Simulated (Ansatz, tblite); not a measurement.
**The cluster Si₅Ge₃: rung by rung**

How do method and basis change the picture of the cluster Si₅Ge₃ (singlet)?

Method: as each input shows; program: Ansatz 0.2.0, Gaussian basis.

The runs, in order: GFN1-xTB, GFN2-xTB, PBE-D4/def2-TZVP, r2SCAN-D4/def2-TZVP, B2PLYP/def2-TZVP, BHLYP-D4/def2-TZVP, PBE-D4/def2-SVP, PBE0-D4/def2-SVP, HF/STO-3G, HF/6-31G, B3LYP-D4/6-31G, PBE0-D4/def2-TZVPD, PBE-D4/def2-TZVPD, B2PLYP/def2-TZVPD, CCSD(T)/def2-SVP, MP2/def2-TZVP, RPA/def2-TZVP.

8 further runs of the same task are left out: 5 that didn't finish, 3 set aside as unsound or not needed. Runs told in other sessions of the task aren't counted.

### 1 The structure

The singlet was relaxed beforehand with r2SCAN-D4/def2-SVP. At that level it is the lowest of the isomers that a small search found.

8 atoms, charge 0, spin multiplicity 1.

Bond lengths: Si1–Si2 2.410 Å, Si1–Si4 2.385 Å, Si1–Si5 2.521 Å, Si1–Ge7 2.618 Å, Si1–Ge8 2.368 Å, Si2–Si3 2.501 Å, Si2–Ge6 2.514 Å, Si3–Si4 2.536 Å, Si3–Si5 2.423 Å, Si3–Ge6 2.371 Å, Si3–Ge7 2.464 Å, Si4–Ge6 2.533 Å, Si5–Ge8 2.521 Å. Angles: Si2–Si1–Si4 72.9°, Si2–Si1–Si5 63.2°, Si2–Si1–Ge7 112.4°, Si2–Si1–Ge8 122.3°, Si4–Si1–Si5 113.4°, Si4–Si1–Ge7 84.8°, Si4–Si1–Ge8 147.4°, Si5–Si1–Ge7 70.0°, Si5–Si1–Ge8 62.0°, Ge7–Si1–Ge8 62.9°, Si1–Si2–Si3 66.4°, Si1–Si2–Ge6 105.0°, Si3–Si2–Ge6 56.4°, Si2–Si3–Si4 68.9°, Si2–Si3–Si5 63.3° and more.

PBE0-D4/def2-TZVP was run before; its log isn't repeated, and its numbers join the tables.

### 2 GFN1-xTB

Tight binding, by tblite at 300 K electronic temperature and without a spin-polarisation term:

```python
tblite.interface.Calculator('GFN1-xTB', numbers, positions, charge=0, uhf=0).singlepoint()
```

Energy -380.6414 eV, HOMO -9.42 eV, LUMO -8.39 eV; 0.017 s.

### 3 GFN2-xTB

Tight binding, by tblite at 300 K electronic temperature and without a spin-polarisation term:

```python
tblite.interface.Calculator('GFN2-xTB', numbers, positions, charge=0, uhf=0).singlepoint()
```

Energy -386.8942 eV, HOMO -6.31 eV, LUMO -5.18 eV; 0.028 s.

### 4 PBE-D4/def2-TZVP

start.molden holds the orbitals of an earlier run on this state, given as this run's starting guess.

File in.yaml:

```yaml
crystal:
  periodic: [false, false, false]
  atoms:
    - {symbol: Si, position_ang: [0.849825, -0.438750, -0.957812]}
    - {symbol: Si, position_ang: [0.891879, -1.026309, 1.379233]}
    - {symbol: Si, position_ang: [-0.803741, 0.725007, 0.818571]}
    - {symbol: Si, position_ang: [1.538532, 1.505113, 0.240282]}
    - {symbol: Si, position_ang: [-1.229558, -1.508718, -0.017005]}
    - {symbol: Ge, position_ang: [0.695695, 1.160280, 2.603395]}
    - {symbol: Ge, position_ang: [-1.252990, 0.987189, -1.589855]}
    - {symbol: Ge, position_ang: [-0.689642, -1.403801, -2.476809]}
basis:
  gaussian: {orbitals: def2-TZVP, initial_orbitals: start.molden}
hamiltonian: {xc: pbe, dispersion: d4}
scf: {omitted_lower_state_checks: [starts]}
output: {orbitals: {seedname: orbitals}}
```

The run is started by

```bash
$ ansatz run in.yaml --threads 4 --pin off --events-out ev --progress --plain --max-ram 4787MiB
```

Further steps of the session: r2SCAN-D4/def2-TZVP; B2PLYP/def2-TZVP; BHLYP-D4/def2-TZVP; PBE-D4/def2-SVP; PBE0-D4/def2-SVP; HF/STO-3G; HF/6-31G; B3LYP-D4/6-31G; PBE0-D4/def2-TZVPD; PBE-D4/def2-TZVPD; B2PLYP/def2-TZVPD; CCSD(T)/def2-SVP; MP2/def2-TZVP; RPA/def2-TZVP.

Q: Predict the results of all the runs planned. Wanted: gap in def2-TZVP, named functionals, smallest and largest; correlation energy, CCSD(T)/def2-SVP; correlation energy, MP2/def2-TZVP; binding an atom, CCSD(T)/def2-SVP; PBE0 total energy, smallest basis above largest.

As calculated:

| quantity | value |
| --- | --- |
| gap in def2-TZVP, named functionals, smallest and largest | 1.40 eV (PBE-D4), 4.06 eV (BHLYP-D4) |
| correlation energy, CCSD(T)/def2-SVP | -33.26 eV |
| correlation energy, MP2/def2-TZVP | -37.09 eV |
| binding an atom, CCSD(T)/def2-SVP | 2.884 eV |
| PBE0 total energy, smallest basis above largest | 35.10 eV (def2-SVP, def2-TZVPD) |

In words: Over the named functionals in def2-TZVP the gap runs from 1.40 eV (PBE-D4) to 4.06 eV (BHLYP-D4); exact exchange widens it. A small miss in a minimal or small basis is a cancelling of errors, not accuracy. The functionals in def2-TZVP miss CCSD(T)/def2-SVP by +0.170 (BHLYP-D4) to +0.719 eV (PBE-D4) an atom. The yardstick is in a double-zeta basis, so levels in larger sets aren't compared like for like. The reference is CCSD(T) in one finite basis, so it carries an error of its own, often a tenth of an eV or more, and near misses can't be ranked.
